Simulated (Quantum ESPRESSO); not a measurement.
HfGe:

```
Hf Ge
1.0
     3.50084    0.00000    0.00000
     0.00000    3.50084    0.00000
     0.00000    0.00000    3.50084
Hf Ge
1 1
Direct
  0.00000 0.00000 0.00000
  0.50000 0.50000 0.50000
```

The cell was built by a generator and needn't be a form met in nature.

| Item | Value |
| --- | --- |
| Program | Quantum ESPRESSO 7.5 |
| Task | phonons |
| Functional | PW91 |
| Potentials or basis | PseudoDojo 0.4.1 SR PBE standard |
| Cutoff | 1061 eV |
| Density cutoff | 4245 eV |
| k mesh | 8 × 8 × 8 |
| Occupations | cold, width 0.2 eV |
| Spin | no spin polarisation |
| Mixing beta | 0.5 |
| Most SCF iterations | 120 |
| SCF threshold | 4e-10 Ry |

The cell and the atoms were relaxed first, to 18.83 Å³/atom (a = 3.352 Å, b = 3.352 Å, c = 3.352 Å, α = 90.00°, β = 90.00°, γ = 90.00°), and the response was taken there.

Problem. Where do the zone-centre optical modes lie?

Solution. T1u at 143 cm⁻¹ (IR).

Optical modes at Γ, degenerate ones joined:
```
cm⁻¹  components  symmetry  active in
 143           3       T1u         IR
```

Caveat: the mesh is thin for the phonons of a metal; the potentials were made for another functional, which shifts forces and pressure.
